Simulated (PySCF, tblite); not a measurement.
**C₂H₉AlO₄Si, a small molecule taken as a stand-in for a surface group (hydroxylated Si): NMR shifts, core binding energies and electronic excitations, part 1 of 2**

Aim: the NMR shifts, core binding energies and electronic excitations of `[CH3][Al]([CH3])[O][Si](O)(O)O`.

Programs: tblite 0.8.0 and PySCF 2.14.0. All values are calculated, for the isolated system unless a continuum is named. Atoms count from 0, parts from 1.

## Step 1: The system as given

17 atoms, charge 0, multiplicity 1; geometry: distance geometry start.

## Step 2: Geometry optimisation with GFN2-xTB

Job settings and geometry (Å):

```
{"job": {"kind": "relax", "xc": "GFN2-xTB", "basis": "xTB"}, "charge": 0, "multiplicity": 1}
O     -3.812467    -1.159847    -0.824361
Si    -2.171940    -0.579087    -1.110236
O     -2.164008     1.175806    -1.311216
O     -1.517610    -1.336225    -2.589806
O     -1.130756    -1.019728     0.292237
Al     0.737589    -0.900797     0.340750
C      1.649200    -1.146869    -1.358049
C      1.421246     0.488785     1.511189
H     -4.576985    -0.972511    -1.445723
H     -2.092415     1.801060    -0.563614
H     -0.599247    -1.648134    -2.695984
H      1.387183    -2.031896    -1.765725
H      2.671453    -1.107776    -1.191669
H      1.384296    -0.365990    -2.008319
H      2.214205     0.088309     2.038500
H      1.757355     1.284364     0.933685
H      0.683007     0.804168     2.161619
```

With the program's defaults for keys left out, this is: GFN2-xTB geometry optimisation, gas phase.

On the command line:

```sh
OMP_NUM_THREADS=1 python cluster_run.py task.json out
```

The driver reads the jobs from task.json and runs them one after another.

Output:

```text
step      E/eV     max force
  0    -763.76512    3.648
  1    -764.69683    3.055
  2    -765.63208    1.285
  3    -765.79246    0.902
  4    -765.91242    0.827
  5    -765.98706    0.753
  6    -766.06345    0.816
  7    -766.13792    0.729
  8    -766.16698    0.345
  9    -766.18089    0.317
 10    -766.19426    0.334
 11    -766.20430    0.262
 12    -766.21189    0.203
 13    -766.21839    0.178
 14    -766.22532    0.258
 15    -766.23359    0.269
 16    -766.24142    0.253
 17    -766.24836    0.196
 18    -766.25765    0.345
 19    -766.27052    0.409
 20    -766.28300    0.435
 21    -766.29293    0.350
 22    -766.30168    0.226
 23    -766.31144    0.422
 24    -766.32630    0.502
 25    -766.34328    0.436
 26    -766.35205    0.412
 27    -766.36609    0.266
 28    -766.37525    0.287
 29    -766.38620    0.356
 30    -766.40001    0.313
 31    -766.40938    0.274
 32    -766.41656    0.197
 33    -766.42265    0.284
 34    -766.43186    0.365
 35    -766.44324    0.334
 36    -766.46221    0.297
 37    -766.47749    0.233
 38    -766.48782    0.474
 39    -766.49637    0.367
 40    -766.51195    0.289
 41    -766.53978    0.233
 42    -766.54842    0.189
 43    -766.55340    0.168
 44    -766.56045    0.206
 45    -766.56531    0.201
 46    -766.56887    0.141
 47    -766.57168    0.107
 48    -766.57420    0.134
 49    -766.57626    0.090
 50    -766.57776    0.085
 51    -766.57926    0.104
 52    -766.58137    0.128
 53    -766.58437    0.124
 54    -766.58663    0.139
 55    -766.58846    0.148
 56    -766.59002    0.131
 57    -766.59145    0.116
 58    -766.59259    0.094
 59    -766.59349    0.078
 60    -766.59426    0.074
 61    -766.59517    0.095
 62    -766.59625    0.098
 63    -766.59785    0.092
 64    -766.60007    0.098
 65    -766.60287    0.176
 66    -766.60510    0.173
 67    -766.60745    0.162
 68    -766.60917    0.128
 69    -766.61147    0.145
 70    -766.61360    0.137
 71    -766.61553    0.102
 72    -766.61675    0.086
 73    -766.61771    0.102
 74    -766.61880    0.168
 75    -766.62048    0.114
 76    -766.62353    0.276
 77    -766.62498    0.091
 78    -766.62613    0.091
 79    -766.62832    0.064
 80    -766.62913    0.051
 81    -766.62986    0.062
 82    -766.63029    0.050
 83    -766.63086    0.071
 84    -766.63150    0.058
 85    -766.63211    0.100
 86    -766.63265    0.057
 87    -766.63318    0.066
 88    -766.63389    0.059
 89    -766.63465    0.057
 90    -766.63547    0.056
 91    -766.63612    0.075
 92    -766.63663    0.052
 93    -766.63704    0.095
 94    -766.63744    0.051
 95    -766.63778    0.043
 96    -766.63799    0.030
 97    -766.63815    0.031
 98    -766.63828    0.033
 99    -766.63841    0.037
100    -766.63856    0.041
101    -766.63876    0.049
102    -766.63904    0.053
103    -766.63943    0.064
104    -766.63995    0.074
105    -766.64048    0.051
106    -766.64088    0.053
107    -766.64108    0.091
108    -766.64137    0.030
109    -766.64151    0.024
110    -766.64163    0.016
111    -766.64167    0.025
112    -766.64172    0.035
113    -766.64175    0.035
114    -766.64179    0.024
115    -766.64183    0.017
116    -766.64187    0.019
117    -766.64191    0.018
118    -766.64198    0.020
119    -766.64203    0.018
120    -766.64208    0.017
121    -766.64211    0.015
122    -766.64213    0.012
123    -766.64215    0.011
124    -766.64216    0.014
125    -766.64217    0.014
126    -766.64219    0.020
127    -766.64221    0.018
128    -766.64223    0.023
129    -766.64226    0.014
130    -766.64229    0.014
131    -766.64232    0.014
132    -766.64238    0.021
133    -766.64245    0.023
134    -766.64251    0.013
135    -766.64255    0.012
136    -766.64257    0.008
137    -766.64259    0.008
```

Wall time 2.5 s (1 thread of Arm Neoverse V1, shared host).

The steps of the relaxation:

```csv
step,energy from step 0 (eV),largest force (eV/Å)
0,0.0000,3.6483
5,-2.2219,0.7527
10,-2.4291,0.3334
15,-2.4685,0.2695
20,-2.5179,0.4352
25,-2.5782,0.4357
30,-2.6349,0.3136
35,-2.6781,0.3339
40,-2.7468,0.2881
45,-2.8002,0.2005
50,-2.8126,0.0851
55,-2.8233,0.1470
60,-2.8291,0.0746
65,-2.8378,0.1757
70,-2.8485,0.1372
75,-2.8554,0.1137
80,-2.8640,0.0519
85,-2.8670,0.1008
90,-2.8704,0.0555
95,-2.8727,0.0425
100,-2.8734,0.0416
105,-2.8754,0.0517
110,-2.8765,0.0159
115,-2.8767,0.0170
120,-2.8770,0.0164
125,-2.8770,0.0141
130,-2.8772,0.0140
135,-2.8774,0.0124
137,-2.8775,0.0079
```

Distances of close pairs at the start and the end, largest changes first:

```csv
bond,before (Å),after (Å),change (Å)
O4–Al5,1.873,1.677,-0.195
Si1–O4,1.801,1.632,-0.169
Si1–O3,1.786,1.620,-0.166
Si1–O2,1.766,1.620,-0.146
O0–Si1,1.764,1.621,-0.143
C6–H11,1.009,1.094,+0.085
C7–H16,1.033,1.095,+0.061
C7–H14,1.033,1.092,+0.059
```

## Step 3: Relaxing the molecule at PBE0-D3(BJ)/def2-SVP

Job settings and geometry (Å):

```
{"job": {"xc": "PBE0", "basis": "def2-SVP", "d3": "d3bj", "grid": 2, "kind": "geom", "shake": 0.01}, "charge": 0, "multiplicity": 1}
O     -3.042629    -0.361709     0.345590
Si    -1.991385     0.146360    -0.769088
O     -2.321226     1.689184    -1.166279
O     -2.115419    -0.775145    -2.088058
O     -0.472231     0.022786    -0.185132
Al     1.087312    -0.076562     0.427672
C      2.394581    -1.026323    -0.760519
C      1.409800     0.752436     2.216100
H     -3.115244    -1.259562     0.563201
H     -2.424061     2.314269    -0.439431
H     -1.645299    -0.565908    -2.849323
H      2.065836    -2.048418    -0.958208
H      3.361428    -1.069079    -0.348929
H      2.449953    -0.528594    -1.727409
H      2.201961     0.260549     2.774615
H      1.652368     1.820951     2.147862
H      0.494742     0.704568     2.837427
```

Output:

```text
step   0  E = -913.60739218  max force = 0.039925
step   1  E = -913.61645758  max force = 0.004028
step   2  E = -913.61668355  max force = 0.000942
step   3  E = -913.61673565  max force = 0.000754
step   4  E = -913.61677841  max force = 0.000792
step   5  E = -913.61680453  max force = 0.001001
step   6  E = -913.61685367  max force = 0.001358
step   7  E = -913.61688670  max force = 0.001021
step   8  E = -913.61690935  max force = 0.000515
step   9  E = -913.61691458  max force = 0.000238
optimisation converged
```

Wall time 3.1 min (1 thread of Arm Neoverse V1, shared host); peak memory 0.81 GiB.

Step by step:

```csv
step,energy from step 0 (eV),largest force component (eV/Å)
0,0.0000,2.0530
1,-0.2467,0.2071
2,-0.2528,0.0484
3,-0.2542,0.0388
4,-0.2554,0.0407
5,-0.2561,0.0515
6,-0.2575,0.0698
7,-0.2584,0.0525
8,-0.2590,0.0265
9,-0.2591,0.0122
```

Distances of close pairs at the start and the end, largest changes first:

```csv
bond,before (Å),after (Å),change (Å)
Al5–C6,2.006,1.950,-0.055
C6–H12,1.052,1.101,+0.050
Al5–C7,1.997,1.948,-0.049
O3–H10,0.919,0.960,+0.042
Si1–O3,1.614,1.648,+0.034
O0–H8,0.927,0.960,+0.034
O0–Si1,1.614,1.647,+0.033
O4–Al5,1.679,1.708,+0.030
```

The end geometry stands in the next job.

```csv
at the end point,value
point group (found at 0.08 Å tolerance),C1
"rotational constants (GHz, main isotopes)","2.185, 0.752, 0.658"
dipole moment (D),2.90
```

## Step 4: Shielding tensors: PBE0/pcSseg-1

Job settings and geometry (Å):

```
{"job": {"kind": "nmr", "xc": "PBE0", "basis": "pcSseg-1"}, "charge": 0, "multiplicity": 1}
O     -3.154183    -0.552813     0.212191
Si    -2.021845     0.059851    -0.815448
O     -2.437874     1.613858    -1.170707
O     -2.062549    -0.834200    -2.199372
O     -0.530553     0.016117    -0.151166
Al     1.060298    -0.029376     0.469264
C      2.424808    -0.848700    -0.657772
C      1.365336     0.765522     2.221720
H     -3.141998    -1.504850     0.337704
H     -2.531355     2.204822    -0.419131
H     -1.358538    -0.664703    -2.830338
H      2.177999    -1.902805    -0.871860
H      3.429931    -0.825708    -0.208469
H      2.484361    -0.340896    -1.635811
H      2.191637     0.286151     2.770825
H      1.633225     1.831809     2.114724
H      0.461987     0.726141     2.851252
```

With the program's defaults for keys left out, this is: GIAO PBE0/pcSseg-1 NMR shielding, non-relativistic, gas phase.

Output:

```text
coarse grid: 15344 points
cycle   1  E = -913.5802832792  dE =  8.125e-01  |g| = 1.393e+00  |ddm| = 3.753e+00
cycle   2  E = -913.2639812870  dE =  3.163e-01  |g| = 1.916e+00  |ddm| = 1.879e+00
cycle   3  E = -913.9252339237  dE = -6.613e-01  |g| = 1.761e-01  |ddm| = 1.175e+00
cycle   4  E = -913.9304733339  dE = -5.239e-03  |g| = 6.838e-02  |ddm| = 1.416e-01
cycle   5  E = -913.9312663015  dE = -7.930e-04  |g| = 1.581e-02  |ddm| = 4.053e-02
cycle   6  E = -913.9313124459  dE = -4.614e-05  |g| = 4.109e-03  |ddm| = 1.185e-02
cycle   7  E = -913.9313162170  dE = -3.771e-06  |g| = 3.905e-04  |ddm| = 3.031e-03
final grid: 139416 points
cycle   8  E = -914.0160517795  dE = -2.252e-05  |g| = 1.167e-02  |ddm| = 1.705e-02
cycle   9  E = -914.0160286391  dE =  2.314e-05  |g| = 1.614e-02  |ddm| = 1.621e-02
cycle  10  E = -914.0160775428  dE = -4.890e-05  |g| = 1.421e-03  |ddm| = 9.483e-03
cycle  11  E = -914.0160779113  dE = -3.685e-07  |g| = 2.213e-04  |ddm| = 9.175e-04
cycle  12  E = -914.0160779177  dE = -6.379e-09  |g| = 9.981e-05  |ddm| = 1.612e-04
cycle  13  E = -914.0160779196  dE = -1.912e-09  |g| = 1.854e-05  |ddm| = 7.180e-05
cycle  14  E = -914.0160779197  dE = -6.867e-11  |g| = 3.020e-06  |ddm| = 1.598e-05
converged SCF energy = -914.0160779197

GIAO shielding tensors (ppm)
atom      isotropic    diamagn.    paramagn.     s11        s22        s33       span
  0 O      288.119     388.716    -100.597    263.526    273.471    327.360     63.834
  1 Si     427.176     881.839    -454.663    420.295    429.402    431.832     11.537
  2 O      286.427     388.939    -102.512    258.190    276.830    324.260     66.070
  3 O      288.392     389.558    -101.166    258.362    275.773    331.040     72.678
  4 O      215.418     403.730    -188.312    149.637    223.366    273.252    123.615
  5 Al     356.212     800.848    -444.636    249.087    338.181    481.367    232.280
  6 C      195.239     254.464     -59.225    191.355    195.737    198.625      7.270
  7 C      194.735     254.303     -59.568    188.135    194.019    202.051     13.916
  8 H       29.762      32.020      -2.258     21.963     24.234     43.087     21.124
  9 H       29.842      32.388      -2.546     22.102     24.557     42.865     20.763
 10 H       29.881      33.545      -3.665     21.980     24.852     42.810     20.830
 11 H       31.660      31.763      -0.103     27.154     29.331     38.495     11.341
 12 H       31.774      29.985       1.789     27.130     28.904     39.287     12.157
 13 H       31.714      31.921      -0.207     27.163     29.460     38.520     11.357
 14 H       31.691      29.964       1.727     27.294     28.744     39.035     11.741
 15 H       31.644      30.937       0.707     27.631     28.762     38.538     10.908
 16 H       31.641      31.947      -0.306     26.579     29.671     38.674     12.095
```

It took 32 s on 1 thread of Arm Neoverse V1, shared host; peak memory 0.97 GiB.

The references, computed at this level on geometries of the same kind, shield at (ppm): 1H TMS 31.27, 13C TMS 184.4, 29Si TMS 352.0, 17O H2O 334.6, 27Al AlH4- 489.3. Their shielding less the atom's gives the shift. The references are single molecules in the gas phase, so shifts against H2O, NH3, PH3, H3PO4 or CFCl3 are not on the usual liquid scales and can be off by tens of ppm. Shifts against hydride references such as AlH4− lie on their own scale.

```csv
atoms,environment,σ (ppm),δ (ppm)
C7,"carbon bonded to Al, 3 H",194.7,-10.3
C6,"carbon bonded to Al, 3 H",195.2,-10.8
H8,hydrogen on an oxygen bonded to Si,29.76,1.51
H9,hydrogen on an oxygen bonded to Si,29.84,1.43
H10,hydrogen on an oxygen bonded to Si,29.88,1.39
H16,hydrogen on a carbon bonded to Al,31.64,-0.37
H15,hydrogen on a carbon bonded to Al,31.64,-0.38
H11,hydrogen on a carbon bonded to Al,31.66,-0.39
H14,hydrogen on a carbon bonded to Al,31.69,-0.42
H13,hydrogen on a carbon bonded to Al,31.71,-0.45
H12,hydrogen on a carbon bonded to Al,31.77,-0.51
O4,"oxygen bonded to Al, Si",215.4,119.1
O2,"oxygen bonded to Si, H",286.4,48.1
O0,"oxygen bonded to Si, H",288.1,46.4
O3,"oxygen bonded to Si, H",288.4,46.2
Si1,silicon bonded to 4 O,427.2,-75.2
Al5,"aluminium bonded to 2 C, O",356.2,133.1
```

Charges from the same density, by scheme (e):

```csv
atoms,Mulliken,IAO,Hirshfeld,ESP fit
O0,-0.56,-0.79,-0.32,-0.80
Si1,1.29,1.69,0.55,1.46
O2,-0.56,-0.79,-0.32,-0.79
O3,-0.57,-0.79,-0.32,-0.80
O4,-0.81,-0.90,-0.40,-1.01
Al5,1.08,1.19,0.63,1.36
C6,-0.72,-0.82,-0.28,-1.05
C7,-0.72,-0.82,-0.28,-0.97
```

Mayer bond orders: O0–Si1 1.04, Si1–O2 1.04, Si1–O3 1.03, Si1–O4 0.96, O4–Al5 0.86, Al5–C6 0.89, Al5–C7 0.90.

(Continued in part 2 of 2.)
